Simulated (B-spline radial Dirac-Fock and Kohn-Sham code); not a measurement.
# An X-ray data sheet for Bi, step by step

What does theory give for neutral bismuth? The session works out its X-ray form factor and Compton profile, the binding energy of each subshell and how cheaper methods do for the levels.

Program: B-spline radial Dirac-Fock and Kohn-Sham code, version 2. Model: a free atom or ion on a radial basis; each step names its model. All values are calculated, but those marked as tabulated.

## Step 1: What is computed

Atomic bismuth, 1s2 2s2 2p6 3s2 3p6 3d10 4s2 4p6 4d10 4f14 5s2 5p6 5d10 6s1 6p4 (not the ground configuration).

```
nuclear charge     : 83
electrons          : 83
mass number        : 209
nuclear rms radius : 5.5211 fm
```

Outer shells as boxes (Hund's rule, for the drawing alone; heavy ions are jj-coupled, and the calculation averages over the configuration):

```
[Xe] core
4f [↑↓][↑↓][↑↓][↑↓][↑↓][↑↓][↑↓]
5d [↑↓][↑↓][↑↓][↑↓][↑↓]
6s [↑ ]
6p [↑↓][↑ ][↑ ]
```

## Step 2: Scattering by the electron cloud

Model: Dirac-Fock average of configuration, finite nucleus; form factor of the spherical density, Waller-Hartree incoherent function, impulse-approximation Compton profiles.

Settings, as recorded:

```ini
task = scatter
Z = 83
charge = 0
configuration = 1s2 2s2 2p6 3s2 3p6 3d10 4s2 4p6 4d10 4f14 5s2 5p6 5d10 6s1 6p4
mass_number = 209
rms_radius = 5.5211  # fm
s = [0.0, 0.05, 0.1, 0.15, 0.2, 0.25, 0.3, 0.35, 0.4, 0.45, 0.5, 0.6, 0.7, 0.8, 0.9, 1.0, 1.1, 1.2, 1.4, 1.6, 1.8, 2.0, 2.5, 3.0, 3.5, 4.0, 5.0, 6.0]  # 1/A
pz = [0, 0.1, 0.2, 0.3, 0.4, 0.5, 0.6, 0.8, 1.0, 1.2, 1.4, 1.6, 1.8, 2.0, 2.5, 3.0, 4.0, 5.0, 7.0, 10.0, 15.0, 20.0, 30.0, 40.0, 60.0, 100.0]  # a.u.
photon_energy = [2000, 5000, 8047.8, 17479.3, 20000, 50000, 100000, 200000]  # eV
```

From the run's result record (rounded, not every field):

```text
{
  "status": "converged",
  "form_factor [e]": [83.0, 81.613, 78.225, 74.147, 70.081, 66.191, 62.48, 58.951, 55.627, 52.533, 49.68, 44.678, 40.474, 36.863, 33.677, 30.81, 28.216, 25.881, 21.991, 19.091, 17.012, 15.507, 12.897, 10.69, 8.7015, 7.1418, 5.3498, 4.5047],
  "incoherent": [1.8722e-11, 1.7226, 4.9764, 8.036, 10.862, 13.46, 15.831, 18.061, 20.227, 22.353, 24.431, 28.385, 31.97, 35.117, 37.839, 40.218, 42.355, 44.323, 47.915, 51.16, 54.118, 56.806, 62.268, 66.103, 68.859, 70.975, 74.079, 76.229],
  "compton_total [1/a.u.]": [11.262, 11.217, 11.04, 10.667, 10.11, 9.459, 8.8166, 7.7913, 7.1364, 6.6858, 6.2949, 5.8996, 5.4908, 5.0828, 4.1783, 3.534, 2.8326, 2.4, 1.6376, 0.92649, 0.45749, 0.25763, 0.1007, 0.047368, 0.015249, 0.0033298],
  "shells": ["1s1/2", "2s1/2", "2p1/2", "2p3/2", "3s1/2", "3p1/2", "3p3/2", "3d3/2", "3d5/2", "4s1/2", "4p1/2", "4p3/2", "4d3/2", "4d5/2", "4f5/2", "4f7/2", "5s1/2", "5p1/2", "5p3/2", "5d3/2", "5d5/2", "6s1/2", "6p1/2", "6p3/2"],
  "occupation": [2.0, 2.0, 2.0, 4.0, 2.0, 2.0, 4.0, 4.0, 6.0, 2.0, 2.0, 4.0, 4.0, 6.0, 6.0, 8.0, 2.0, 2.0, 4.0, 4.0, 6.0, 1.0, 1.3333, 2.6667],
  "mean_momentum [a.u.]": [92.442, 32.97, 43.155, 36.647, 16.551, 19.729, 17.776, 21.381, 20.737, 8.6624, 9.7477, 8.9213, 9.9397, 9.6687, 10.22, 10.086, 3.8634, 4.1145, 3.7286, 3.4969, 3.3656, 1.2623, 1.1473, 0.96922],
  "r2 [bohr^2]": 79.803,
  "r_inverse [1/bohr]": 658.46,
  "r1 [bohr]": 50.864,
  "coherent [b]": [4001.2, 2884.8, 2104.9, 978.72, 828.49, 232.47, 75.604, 22.273],
  "incoherent_cross_section [b]": [3.505, 8.9429, 13.391, 22.421, 24.006, 33.017, 34.492, 31.207],
  "radial_jk": {
    "6p": {"j0": [1.0, 0.82418, 0.45972, 0.15767, 0.0036035, -0.040545, -0.032945, -0.011573, 0.0064656, 0.016468, 0.019257, 0.013084, 0.0040178, -0.001416, -0.0028499, -0.001897, -0.00014498, 0.0014225, 0.0027272, 0.0021005, 0.00093429, 8.1361e-05, -0.00010285, 0.00048585, 0.00059989, 0.00038811, 2.9494e-05, 2.9382e-05], "j2": [0.0, 0.067375, 0.18192, 0.22751, 0.19459, 0.12904, 0.067794, 0.025416, 0.0022953, -0.0066402, -0.0071022, 0.0010054, 0.0078726, 0.0096482, 0.0079068, 0.0049111, 0.0021587, 0.00028968, -0.00079024, 2.2281e-05, 0.0010007, 0.0014514, 0.00079487, 1.2038e-05, -6.8711e-05, 0.00013314, 0.00031625, 0.00017525], "r2": 10.517, "r4": 190.13, "r6": 5603.7}
  }
}
```

Form factor and incoherent function, every second point:

```tsv
s (1/Å)	f (e)	f / N	S(s)
0	83.00	1.000	0
0.100	78.22	0.942	4.976
0.200	70.08	0.844	10.86
0.300	62.48	0.753	15.83
0.400	55.63	0.670	20.23
0.500	49.68	0.599	24.43
0.700	40.47	0.488	31.97
0.900	33.68	0.406	37.84
1.10	28.22	0.340	42.35
1.40	21.99	0.265	47.92
1.80	17.01	0.205	54.12
2.50	12.90	0.155	62.27
3.50	8.701	0.105	68.86
5.00	5.350	0.064	74.08
```

## Step 3: Core and valence levels

Model: Dirac-Fock average of configuration, Delta-SCF, finite nucleus, first-order Breit with its frequency dependence, self-energy and vacuum polarisation.

Settings, as recorded:

```ini
task = binding
```

From the run's result record (rounded, not every field):

```text
{
  "status": "converged",
  "shells": ["K", "L1", "L2", "L3", "M1", "M2", "M3", "M4", "M5", "N1", "N2", "N3", "N4", "N5", "N6", "N7", "O1", "O2", "O3", "O4", "O5", "P1", "P2,3"],
  "total_energy_parts [Ha]": [-21565.2919, 28.9268986, -3.06651771, -0.599019839, 22.024807, -4.52698486],
  "koopmans [eV]": [91144.1, 16529.9, 15852.2, 13529.0, 4064.44, 3759.92, 3233.26, 2740.07, 2629.41, 974.307, 841.001, 709.514, 492.536, 467.715, 184.451, 178.772, 183.811, 135.624, 110.212, 39.7012, 36.4375, 20.9917, 8.04873],
  "dirac_coulomb [eV]": [91046.5, 16470.8, 15787.9, 13469.1, 4030.65, 3724.83, 3200.58, 2704.11, 2594.28, 958.867, 825.621, 695.485, 478.535, 454.142, 170.785, 165.333, "-", 130.487, "-", 36.0507, 32.9724, 20.0691, 7.52583],
  "gaunt [eV]": [-371.646, -42.6929, -72.9277, -48.348, -7.93298, -13.8717, -8.7753, -6.06846, -4.14486, -1.62415, -2.96423, -1.65697, -0.804862, -0.377309, 0.252394, 0.432231, "-", -0.44544, "-", 0.00393079, 0.0552262, -0.0131189, -0.0112655],
  "retardation [eV]": [27.7265, 3.76184, 7.60194, 7.61132, 0.700028, 1.41501, 1.42498, 0.622821, 0.601622, 0.150073, 0.313637, 0.300848, 0.0793461, 0.0754979, -0.0668723, -0.0662102, "-", 0.0427404, "-", -0.00471191, -0.00450965, -0.000821457, 0.00158519],
  "breit_frequency [eV]": [7.31238, -0.60839, -0.132063, 3.2518, -0.163185, -0.212515, 0.669664, -0.0642494, 0.0092997, -0.0465932, -0.0656751, 0.159824, -0.0228191, -0.00480411, -0.0148222, -0.0124226, "-", -0.015824, "-", -0.00526012, -0.0029021, -0.00256661, 0.000440177],
  "self_energy [eV]": [-227.674, -34.852, -1.50366, -2.94808, -8.12335, -0.53461, -0.753122, 0.557164, 0.263873, -2.05743, -0.0966528, -0.15065, 0.15354, 0.0880601, 0.119265, 0.097218, "-", -0.00195413, "-", 0.0334852, 0.0240203, -0.0568913, 0.00187504],
  "vacuum_polarisation [eV]": [49.4348, 7.17983, 0.544392, -0.234339, 1.6429, 0.136046, -0.0681174, -0.0762454, -0.0718385, 0.419235, 0.0310143, -0.0213874, -0.0215314, -0.0204186, -0.0148153, -0.0144672, "-", 0.00398556, "-", -0.00453303, -0.00420912, 0.0120785, -0.000530251],
  "binding [eV]": [90531.6, 16403.5, 15721.5, 13428.5, 4016.77, 3711.76, 3193.07, 2699.08, 2590.94, 955.708, 822.839, 694.117, 477.919, 453.903, 171.06, 165.769, "-", 130.07, "-", 36.0736, 33.04, 20.0078, 7.51794],
  "mean_radius [bohr]": [0.0157938, 0.0657524, 0.0539579, 0.0629619, 0.170747, 0.161515, 0.177831, 0.154632, 0.159577, 0.376779, 0.377999, 0.410986, 0.415026, 0.425819, 0.43645, 0.442399, 0.841544, 0.894799, 0.978235, 1.19673, 1.23784, 2.20968, 3.14912]
}
```

total_energy_parts: Dirac-Coulomb, Gaunt, retardation, frequency dependence, self-energy, vacuum polarisation. Blank entries are hole states that did not converge, or in which two open shells of one symmetry are about equally filled, where the average of configuration falls too low.

Each level as Koopmans' value plus corrections (eV):

```tsv
level	-ε	relaxation	Breit	QED	binding
K	91144.1	-97.66	-336.61	-178.24	90531.6
L1	16529.9	-59.15	-39.54	-27.67	16403.5
L2	15852.2	-64.26	-65.46	-0.96	15721.5
L3	13529.0	-59.87	-37.48	-3.18	13428.5
M1	4064.4	-33.80	-7.40	-6.48	4016.8
M2	3759.9	-35.09	-12.67	-0.40	3711.8
M3	3233.3	-32.68	-6.68	-0.82	3193.1
M4	2740.1	-35.96	-5.51	0.48	2699.1
M5	2629.4	-35.13	-3.53	0.19	2590.9
N1	974.3	-15.44	-1.52	-1.64	955.7
N2	841.0	-15.38	-2.72	-0.07	822.8
N3	709.5	-14.03	-1.20	-0.17	694.1
N4	492.5	-14.00	-0.75	0.13	477.9
N5	467.7	-13.57	-0.31	0.07	453.9
N6	184.5	-13.67	0.17	0.10	171.1
N7	178.8	-13.44	0.35	0.08	165.8
O2	135.6	-5.14	-0.42	0.00	130.1
O4	39.70	-3.65	-0.01	0.03	36.07
O5	36.44	-3.47	0.05	0.02	33.04
P1	20.99	-0.92	-0.02	-0.04	20.01
P2,3	8.05	-0.52	-0.01	0.00	7.52
```

X-ray lines as differences of these levels:

```tsv
line	energy (eV)
Kβ2' (K-N3)	89837.5
Kβ2'' (K-N2)	89708.8
Kβ1 (K-M3)	87338.6
Kβ3 (K-M2)	86819.9
Kα1 (K-L3)	77103.2
Kα2 (K-L2)	74810.2
Lγ3 (L1-N3)	15709.4
Lγ6 (L2-O4)	15685.4
Lγ2 (L1-N2)	15580.7
Lγ1 (L2-N4)	15243.6
Lγ5 (L2-N1)	14765.8
Lβ5 (L3-O5)	13395.4
Lβ3 (L1-M3)	13210.5
Lβ1 (L2-M4)	13022.4
```

## Step 4: The levels by Dirac LDA

Model: Dirac-Kohn-Sham LDA (Slater exchange, VWN correlation), finite nucleus, spherical and without spin polarisation.

Recorded inputs:

```ini
task = binding-ladder
method = lda,vwn
relativity = dirac
```

From the run's result record (rounded, not every field):

```text
{
  "status": "converged",
  "shells": ["K", "L1", "L2", "L3", "M1", "M2", "M3", "M4", "M5", "N1", "N2", "N3", "N4", "N5", "N6", "N7", "O1", "O2", "O3", "O4", "O5", "P1", "P2,3"],
  "minus_eigenvalue [eV]": [90382.7, 16229.1, 15605.5, 13288.5, 3917.93, 3633.54, 3114.89, 2644.05, 2533.98, 899.582, 775.598, 647.524, 444.644, 420.731, 157.13, 151.634, 159.008, 115.786, 90.8794, 30.457, 27.4188, 15.6755, 5.56784],
  "delta_scf [eV]": [91036.1, 16350.8, 15763.8, 13418.2, 3953.57, 3672.15, 3148.92, 2685.34, 2573.64, 915.439, 791.429, 662.259, 459.246, 435.022, 171.259, 165.607, 167.227, 123.639, 98.2003, 36.7886, 33.6018, 19.9553, 9.01559],
  "total_energy [Ha]": -21563.034,
  "dirac_fock_binding [eV]": [90531.6, 16403.5, 15721.5, 13428.5, 4016.77, 3711.76, 3193.07, 2699.08, 2590.94, 955.708, 822.839, 694.117, 477.919, 453.903, 171.06, 165.769, "-", 130.07, "-", 36.0736, 33.04, 20.0078, 7.51794]
}
```

Against the Dirac-Fock value with Breit and QED (eV):

```tsv
level	-ε	miss	ΔSCF	miss	Dirac-Fock
K	90382.7	-148.9	91036.1	+504.4	90531.6
L1	16229.1	-174.4	16350.8	-52.8	16403.5
L2	15605.5	-116.0	15763.8	+42.3	15721.5
L3	13288.5	-140.0	13418.2	-10.2	13428.5
M1	3917.9	-98.8	3953.6	-63.2	4016.8
M2	3633.5	-78.2	3672.1	-39.6	3711.8
M3	3114.9	-78.2	3148.9	-44.2	3193.1
M4	2644.0	-55.0	2685.3	-13.7	2699.1
M5	2534.0	-57.0	2573.6	-17.3	2590.9
N1	899.6	-56.1	915.4	-40.3	955.7
N2	775.6	-47.2	791.4	-31.4	822.8
N3	647.5	-46.6	662.3	-31.9	694.1
N4	444.6	-33.3	459.2	-18.7	477.9
N5	420.7	-33.2	435.0	-18.9	453.9
N6	157.1	-13.9	171.3	+0.2	171.1
N7	151.6	-14.1	165.6	-0.2	165.8
O2	115.8	-14.3	123.6	-6.4	130.1
O4	30.46	-5.6	36.79	+0.7	36.07
O5	27.42	-5.6	33.60	+0.6	33.04
P1	15.68	-4.3	19.96	-0.1	20.01
P2,3	5.57	-2.0	9.02	+1.5	7.52
```

## Step 5: Cost and miss of the cheaper method

| method | level | eigenvalue miss (%) | ΔSCF miss (%) | time |
| --- | --- | --- | --- | --- |
| Dirac LDA | K | -0.16 | +0.56 | 20 s |
| Dirac-Fock + Breit + QED | all | - | reference | 34 s |

Times cover the ground state and all hole states of a step, on one thread of a shared host; states solved in an earlier step are reused, and a first call can include compiling.

## Step 6: Outcome

| quantity | value |
| --- | --- |
| rms radius of the electron cloud | 0.981 bohr |
| form factor halves at | 0.68 1/Å |
| Compton profile at zero | 11.26 1/a.u. |
| deepest level listed, K (1s) | 90531.6 eV |
| least bound, P2,3 (6p) | 7.52 eV |
| Kα1 | 77103.2 eV |
| Dirac LDA, K: eigenvalue / ΔSCF | 90382.7 / 91036.1 eV |

What this shows: f falls from 83 to half of that at s = 0.68 1/Å. Incoherent scattering outweighs coherent from 200 keV on, among the energies asked. For K (1s), relaxation takes off 97.7 eV, Breit terms shift it by -336.61 and QED by -178.24 eV. Dirac LDA misses the K level by -0.2 % with its eigenvalue and by +0.6 % with ΔSCF. Breit and QED terms, which only the reference holds, shift this level by tenths of a per cent, so the eigenvalue's nearness can be cancellation. The Hartree-Fock and Dirac-Fock values hold no electron correlation.
